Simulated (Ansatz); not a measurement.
# Ti13Be3: the cost of one run

All numbers below are computed with Ansatz 0.2.0 (DFT PBE, scalar-relativistic, plane waves, PAW).

## 1. The structure to begin with

The cell holds 16 atoms (Be3Ti13): a = 6.146 Å, b = 6.286 Å, c = 6.344 Å, α = 92.45°, β = 90.48°, γ = 87.86°.

It is the last frame of an earlier stage of the same melt, run at 1950 K.

As a file:

```xyz
16
Lattice="6.1453 0.1157 -0.0248 0.1157 6.2830 -0.1350 -0.0248 -0.1350 6.3427" Properties=species:S:1:pos:R:3 pbc="T T T"
Ti    1.7456    1.3581    0.3924
Ti    3.6873    6.1046    4.9452
Ti    2.2615    1.4219    3.5062
Ti    3.8422    6.0073    1.6585
Ti    5.4475    4.6499    0.1347
Ti    2.0275    4.6988    3.3193
Ti    3.7133    2.9553    1.9158
Ti    5.4177    1.7428    0.3106
Ti    0.6589    3.1193    1.9979
Ti    3.3998    2.8947    5.1963
Ti    0.9623    3.0399    5.1354
Ti    5.1012    1.3270    3.6877
Ti    5.3751    4.8031    3.6938
Be    1.8023    4.9812    0.6388
Be    0.9242    6.0077    5.1904
Be    0.5840    6.1697    1.8841
```

## 2. Stage at 1080 K

One k point, a Fermi-Dirac width of 0.093 eV and a fixed cell.

input.yaml

```yaml
crystal:
  lattice:
    - [6.145329, 0.115726, -0.024754]
    - [0.115726, 6.283031, -0.134956]
    - [-0.024754, -0.134956, 6.342707]
  atoms:
    - { symbol: Ti, position: [0.2803183781, 0.2124368937, 0.0674755506] }
    - { symbol: Ti, position: [0.5848305459, 0.9780735788, 0.8027674649] }
    - { symbol: Ti, position: [0.3658982736, 0.2315803646, 0.5591423081] }
    - { symbol: Ti, position: [0.6084540289, 0.951009779, 0.2840934092] }
    - { symbol: Ti, position: [0.8729494731, 0.7248558168, 0.0400707853] }
    - { symbol: Ti, position: [0.3179049315, 0.7536093757, 0.540593379] }
    - { symbol: Ti, position: [0.5967298973, 0.4661149175, 0.3142919766] }
    - { symbol: Ti, position: [0.8768888999, 0.2624804544, 0.0579814772] }
    - { symbol: Ti, position: [0.0990905765, 0.5016430635, 0.3260558037] }
    - { symbol: Ti, position: [0.5477609324, 0.4684830955, 0.831355147] }
    - { symbol: Ti, position: [0.1505037184, 0.4986827758, 0.8208562183] }
    - { symbol: Ti, position: [0.8285465307, 0.2085942735, 0.5890854032] }
    - { symbol: Ti, position: [0.862741399, 0.7614885582, 0.6019465221] }
    - { symbol: Be, position: [0.2788841947, 0.7902169957, 0.1186201423] }
    - { symbol: Be, position: [0.135480955, 0.9717131234, 0.8395251204] }
    - { symbol: Be, position: [0.0777132099, 0.9873624399, 0.318355601] }
  symmetry: { detect: false }
basis:
  ecutwfc: 420
  xc_grid: 1
kpoints:
  mp_grid: { grid: [1, 1, 1], shift: [0.25, 0.25, 0.25] }
hamiltonian:
  xc: pbe
scf:
  occupations: { method: fermi_dirac, width: 0.0931 }
  lower_state_search: "off"
  convergence: { dr2_threshold: 1.0e-05 }
output:
  forces: true
  stress: true
md:
  timestep: 1.5
  n_steps: 234
  ensemble: nvt_langevin
  friction: 0.03
  temperature: 1080.0
  initial_velocities: maxwell_boltzmann
  seed: 51701
```

On the command line:

```console
> ansatz run input.yaml --threads 2 --pin off --max-ram 5120MiB --backend cpu --events-out ev --progress --plain --runs-dir out
```

What time and memory should one allow on 2 threads of Arm Neoverse V1, shared host?

About 5.4 min, with a peak of 0.44 GiB.
